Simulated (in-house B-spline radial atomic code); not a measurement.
# Tc: binding energies from hole states

How tightly is each shell of Tc bound, and how much do the other electrons relax when one leaves?

The numbers are computed with in-house B-spline radial atomic code version 1 (Dirac-Hartree-Fock, average of configuration, Fermi nucleus, basis-set limit), except any that are marked as measured or tabulated.

## (1) Starting point

```
element       : technetium (Z = 43)
charge        : 0
electrons     : 43
configuration : [Kr] 4d5 5s2
Hamiltonian   : Dirac-Coulomb
nucleus       : Fermi, rms radius 4.411 fm
```

Outer shells as boxes (Hund's rule):

[Kr] 4d5 5s2
```
[Kr] core
4d [↑ ][↑ ][↑ ][↑ ][↑ ]
5s [↑↓]
```

The boxes draw the filling by Hund's rule, which heavy ions in jj coupling don't follow; these runs average over all states of the configuration.

Input settings:

```ini
Z = 43
electrons = 43.0
configuration = [Kr] 4d5 5s2
hamiltonian = dirac
method = hf
spin_polarised = False
nucleus = fermi
rms_radius = 4.411169945885085
mass_number = 97
atomic_mass = 96.90636072
speed_of_light = 137.035999084
```

From the earlier run of the reference: total energy -4284.113564 hartree. Levels, eight at most:

| orbital | occupation | energy (eV) | <r> (bohr) |
| --- | --- | --- | --- |
| 3d3/2 | 4 | -282.95 | 0.3959 |
| 3d5/2 | 6 | -279.04 | 0.3993 |
| 4s1/2 | 2 | -90.400 | 1.064 |
| 4p1/2 | 2 | -58.809 | 1.161 |
| 4p3/2 | 4 | -55.692 | 1.189 |
| 4d3/2 | 2 | -12.510 | 1.664 |
| 4d5/2 | 3 | -12.225 | 1.683 |
| 5s1/2 | 2 | -6.679 | 3.531 |

## (2) The 1s hole

Input settings:

```ini
Z = 43
electrons = 42.0
configuration = 1s1 2s2 2p6 3s2 3p6 3d10 4s2 4p6 4d5 5s2
hamiltonian = dirac
method = hf
spin_polarised = False
nucleus = fermi
rms_radius = 4.411169945885085
mass_number = 97
atomic_mass = 96.90636072
speed_of_light = 137.035999084
```

## (3) The 2s hole

Settings: those of step 2 with these lines changed.

```diff
@@ -2,3 +2,3 @@
 electrons = 42.0
-configuration = 1s1 2s2 2p6 3s2 3p6 3d10 4s2 4p6 4d5 5s2
+configuration = 1s2 2s1 2p6 3s2 3p6 3d10 4s2 4p6 4d5 5s2
 hamiltonian = dirac
```

## (4) The 2p1/2 hole

In configurations, a minus sign after the shell means j = l − 1/2 and a plus sign j = l + 1/2; the count of electrons follows.

Settings: those of step 3 with these lines changed.

```diff
@@ -2,3 +2,3 @@
 electrons = 42.0
-configuration = 1s2 2s1 2p6 3s2 3p6 3d10 4s2 4p6 4d5 5s2
+configuration = 1s2 2s2 2p-1 2p+4 3s2 3p6 3d10 4s2 4p6 4d5 5s2
 hamiltonian = dirac
```

## (5) The 2p3/2 hole

Settings: those of step 4 with these lines changed.

```diff
@@ -2,3 +2,3 @@
 electrons = 42.0
-configuration = 1s2 2s2 2p-1 2p+4 3s2 3p6 3d10 4s2 4p6 4d5 5s2
+configuration = 1s2 2s2 2p-2 2p+3 3s2 3p6 3d10 4s2 4p6 4d5 5s2
 hamiltonian = dirac
```

## (6) The 3s hole

Settings: those of step 5 with these lines changed.

```diff
@@ -2,3 +2,3 @@
 electrons = 42.0
-configuration = 1s2 2s2 2p-2 2p+3 3s2 3p6 3d10 4s2 4p6 4d5 5s2
+configuration = 1s2 2s2 2p6 3s1 3p6 3d10 4s2 4p6 4d5 5s2
 hamiltonian = dirac
```

## (7) The 3p1/2 hole

Settings: those of step 6 with these lines changed.

```diff
@@ -2,3 +2,3 @@
 electrons = 42.0
-configuration = 1s2 2s2 2p6 3s1 3p6 3d10 4s2 4p6 4d5 5s2
+configuration = 1s2 2s2 2p6 3s2 3p-1 3p+4 3d10 4s2 4p6 4d5 5s2
 hamiltonian = dirac
```

## (8) The 3p3/2 hole

Settings: those of step 7 with these lines changed.

```diff
@@ -2,3 +2,3 @@
 electrons = 42.0
-configuration = 1s2 2s2 2p6 3s2 3p-1 3p+4 3d10 4s2 4p6 4d5 5s2
+configuration = 1s2 2s2 2p6 3s2 3p-2 3p+3 3d10 4s2 4p6 4d5 5s2
 hamiltonian = dirac
```

**Question.** What does each hole state cost in eV, and how does that compare with the orbital energies or single holes?

**Answer**, as computed:

| hole | ΔSCF (eV) | with Breit, QED, recoil (eV) | −ε of the parent (eV) | −ε less ΔSCF (eV) |
| --- | --- | --- | --- | --- |
| 1s | 21114.8 | 21056.1 | 21175.4 | 60.55 |
| 2s | 3066.78 | 3061.13 | 3098.77 | 32.00 |
| 2p1/2 | 2812.59 | 2807.12 | 2847.58 | 34.99 |
| 2p3/2 | 2694.42 | 2690.63 | 2728.61 | 34.19 |
| 3s | 560.87 | 560.03 | 573.77 | 12.90 |
| 3p1/2 | 462.56 | 461.84 | 475.76 | 13.19 |
| 3p3/2 | 442.26 | 441.83 | 455.14 | 12.88 |

What this shows: Every ΔSCF value lies below −ε, since the other electrons relax into the hole: by 60.5 eV for 1s and 12.88 eV for 3p3/2. The difference of the 1s and 2p3/2 holes gives a Kα1 line at 18365.4 eV for this charge state (with Breit, QED and recoil). The spin-orbit splitting of the 2p hole is 116.48 eV with those corrections. Values are for the free atom, measured from the vacuum level.
